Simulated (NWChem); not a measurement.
# C3H6O2 (methyl acetate) at TPSSh/DGauss-DZVP

What is the electronic atomisation energy of C3H6O2 (methyl acetate) at TPSSh/DGauss-DZVP? 

Program for the calculation: NWChem 7.3.0.

## Step 1: Starting point

C3H6O2: 11 atoms, total charge 0, spin state singlet. As SMILES, `COC(C)=O`. The shape is that of a PBE0-D4/def2-TZVP optimisation. This is one conformer, not always the lowest.

Bond lengths: C1–O2 1.423 Å, O2–C3 1.341 Å, C3–C4 1.498 Å, C3–O5 1.201 Å, C1–H6 1.091 Å, C1–H7 1.091 Å, C1–H8 1.088 Å, C4–H9 1.092 Å, C4–H10 1.087 Å, C4–H11 1.092 Å. Some angles: C1–O2–C3 115.2°, O2–C3–C4 111.1°, O2–C3–O5 123.3°, C4–C3–O5 125.6°, O2–C1–H6 110.7°, O2–C1–H7 110.7°, O2–C1–H8 105.9°, C3–C4–H9 109.9°, C3–C4–H10 109.5°, C3–C4–H11 109.9°.

## Step 2: The energy at TPSSh/DGauss-DZVP (run 1)

File c3h6o2.nw:

```
START c3h6o2
TITLE "C3H6O2"
memory stack 880 mb heap 220 mb global 1100 mb
GEOMETRY noautosym nocenter noautoz
 C    -1.440600    0.996700    0.557900
 O    -0.644700   -0.165700    0.353700
 C     0.525400    0.044800   -0.267200
 C     1.284800   -1.235300   -0.432100
 O     0.892500    1.128500   -0.632400
 H    -0.908700    1.724200    1.172600
 H    -1.693000    1.462600   -0.395700
 H    -2.340700    0.656000    1.064800
 H     1.477000   -1.681300    0.545500
 H     2.223600   -1.037600   -0.942800
 H     0.689800   -1.949800   -1.003900
END
BASIS "ao basis" spherical bse
 C library DGauss-DZVP
 O library DGauss-DZVP
 H library DGauss-DZVP
END
DFT
 xc xctpssh
 grid fine
 convergence energy 1e-08
 iterations 100
 mulliken
 noprint "final vectors analysis"
END
TASK dft energy
```

Launch:

```
$ nwchem c3h6o2.nw > c3h6o2.out
```

Output:

```text
[...]
          Wavefunction type:  closed shell.
          No. of atoms     :    11
          No. of electrons :    40
[...]
          Charge           :     0
          Spin multiplicity:     1
[...]
          AO basis - number of functions:    82
[...]
              XC Information
              --------------
                  TPSS hybrid Method XC Functional
                     Hartree-Fock (Exact) Exchange  0.100
                  TPSS metaGGA Exchange Functional  0.900
             TPSS03 metaGGA Correlation Functional  1.000
[...]
 d= 0,ls=0.0,diis     1   -268.2974649768 -4.51D+02  2.12D-02  1.02D+00     2.1
[...]
 d= 0,ls=0.0,diis    11   -268.4252843039 -8.60D-10  1.71D-07  5.51D-10    19.1
         Total DFT energy =     -268.425284303934
      One electron energy =     -726.398200475847
           Coulomb energy =      311.071818117473
    Exchange-Corr. energy =      -35.624050135183
 Nuclear repulsion energy =      182.525148189623
[...]
      Total Density - Mulliken Population Analysis
     ---------------------------------------------
    Atom       Charge   Shell Charges
 -----------   ------   -------------------------------------------------------
    1 C    6     6.44   2.00  0.77  0.57  2.55  0.46  0.09
    2 O    8     8.31   2.00  0.94  0.82  3.50  1.01  0.03
    3 C    6     5.56   2.00  0.78  0.19  2.28  0.10  0.21
    4 C    6     6.69   2.00  0.75  0.64  2.67  0.58  0.05
    5 O    8     8.37   2.00  0.94  0.85  3.45  1.10  0.03
    6 H    1     0.78   0.57  0.20
    7 H    1     0.78   0.57  0.20
    8 H    1     0.78   0.58  0.20
    9 H    1     0.77   0.57  0.20
   10 H    1     0.76   0.57  0.19
[...]
```

Run time: 20 s. Hardware: 1 thread of Intel Xeon 6975P-C (Granite Rapids), shared host; peak memory 0.12 GiB.

## Step 3: The C atom (run 2)

File c.xyz:

```xyz
1
C TPSSh
C      0.000000     0.000000     0.000000
```

File c.nw:

```
start c
title "C TPSSh"
memory 2200 mb
charge 0

geometry units angstroms noautosym nocenter noautoz
  load c.xyz
end

basis spherical bse
  C library DGauss-DZVP
end

dft
  xc xctpssh
  mult 3
  grid fine
  convergence energy 1e-08
  iterations 100
  mulliken
  noprint "final vectors analysis"
end

task dft
```

Run the same way, it converges to -37.85296 Eh (log not shown).

Run 3 isn't shown in full; the table further down has it.

## Step 4: The O atom (run 4)

File job.nw:

```
start job
memory total 2200 mb

geometry units angstrom noautosym nocenter noautoz
O      0.000000     0.000000     0.000000
end

basis spherical bse
* library DGauss-DZVP
end

dft
xc xctpssh
mult 3
grid fine
convergence energy 1e-08
maxiter 100
mulliken
print low
end

task dft energy
```

Run the same way, it converges to -75.08194 Eh (log not shown).

## Step 5: The series

```tsv
run	level	partner	energy (Eh)	wall time
1	TPSSh/DGauss-DZVP	base	-268.425284	20 s
2	UTPSSh/DGauss-DZVP	atoms	-37.852965	0.76 s
3	UTPSSh/DGauss-DZVP	atoms	-0.497967	0.56 s
4	UTPSSh/DGauss-DZVP	atoms	-75.081943	0.77 s
```

## Step 6: Results

At TPSSh/DGauss-DZVP:

| quantity | value |
| --- | --- |
| O atom: total energy | -75.08194 Eh |
| O atom: ⟨S²⟩ | 2.003 |
| electronic atomisation energy | 46.659 eV |

**Reading.** Taking the molecule apart into free atoms costs 46.66 eV (1076 kcal/mol), before zero-point energy and without spin-orbit coupling. All runs together took 22 s, the longest 20 s.
